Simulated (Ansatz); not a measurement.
# SiClF2 radical: a rigid scan of the bond length F1–Si2

How does the energy rise as the bond length F1–Si2 leaves its equilibrium value, and do density functionals follow CCSD(T)? No other atom is relaxed.

Program: Ansatz 0.2.0, Gaussian basis. Level of theory: single points in def2-TZVPP. These are calculated values, not measurements.

Levels: PBE-D4, r2SCAN-D4, PBE0-D4, B3LYP-D4, wB97M-V, Hartree-Fock, MP2, CCSD, CCSD(T). The scan takes 1.395, 1.450, 1.530, 1.625, 1.729, 1.842, 1.961, 2.087, 2.219 Å.

Cores are frozen in the correlated methods. Orbitals are unrestricted. B3LYP uses VWN-RPA correlation.

28 further runs of the same task are left out: 28 set aside as unsound or not needed.

### 1 Where the work starts

The minimum, relaxed at PBE0-D4: 4 atoms, charge 0, spin multiplicity 2.

Atoms are counted from 1 here; the program's logs count them from 0.

Bond lengths: F1–Si2 1.585 Å, Si2–F3 1.585 Å, Si2–Cl4 2.036 Å. Angles: F1–Si2–F3 107.0°, F1–Si2–Cl4 108.9°, F3–Si2–Cl4 108.9°.

Coordinates:

```xyz
4
charge 0, multiplicity 2
F     1.3081    0.1290    0.7980
Si    0.2212   -0.3165   -0.2657
F    -0.8718   -1.1574    0.5149
Cl   -0.6576    1.3449   -1.0473
```

Energies of the minimum (eV), from earlier single points: PBE-D4 -25826.52048, r2SCAN-D4 -25837.11501, PBE0-D4 -25828.16945, B3LYP-D4 -25841.68561, wB97M-V -25838.34281, CCSD(T) -25807.18428.

At the minimum the bond length F1–Si2 is 1.585 Å.

### 2 F1–Si2 = 1.395 Å

Contents of ccsdt-tzvpp/in.yaml:

```yaml
crystal:
  periodic: [false, false, false]
  atoms:
    - {symbol: F, position_ang: [1.308150, 0.128960, 0.798038]}
    - {symbol: Si, position_ang: [0.351351, -0.263168, -0.138336]}
    - {symbol: F, position_ang: [-0.741721, -1.104054, 0.642269]}
    - {symbol: Cl, position_ang: [-0.527479, 1.398225, -0.919982]}
basis:
  gaussian: {orbitals: def2-TZVPP}
magnetization: {spin_polarized: true, initial_magnetization: 1}
correlation: {method: ccsd_t}
scf: {omitted_lower_state_checks: [cluster_reference]}
```

The command line of these runs was not kept.

The runs that follow: F1–Si2 = 1.450 Å; F1–Si2 = 1.530 Å; F1–Si2 = 1.625 Å; F1–Si2 = 1.729 Å; F1–Si2 = 1.842 Å; F1–Si2 = 1.961 Å; F1–Si2 = 2.087 Å; F1–Si2 = 2.219 Å.

**Question.** What will these runs give? Wanted: highest point, CCSD(T); lowest point, CCSD(T); minimum along the scan, CCSD(T); RMS deviation from CCSD(T); largest T1 diagnostic.

**Answer**, as computed:

| quantity | value |
| --- | --- |
| highest point, CCSD(T) | 59.2 kcal/mol at 2.219 Å |
| lowest point, CCSD(T) | 0.0 kcal/mol at 1.585 Å |
| minimum along the scan, CCSD(T) | 1.584 Å |
| curvature there | 36.0 eV/Å² |
| RMS deviation from CCSD(T) | PBE-D4 6.0, r2SCAN-D4 1.9, PBE0-D4 1.2, B3LYP-D4 3.1, wB97M-V 1.9, Hartree-Fock 6.1, MP2 1.0, CCSD 1.2 kcal/mol |
| largest T1 diagnostic | 0.022 |

A polynomial through the near points puts the CCSD(T) minimum 0.001 Å below the PBE0-D4 value. The well is lopsided: squeezing costs more than stretching by the same length. Curvature against CCSD(T): PBE-D4 -15 %, Hartree-Fock +15 %. Best along the scan: MP2. Worst: Hartree-Fock.
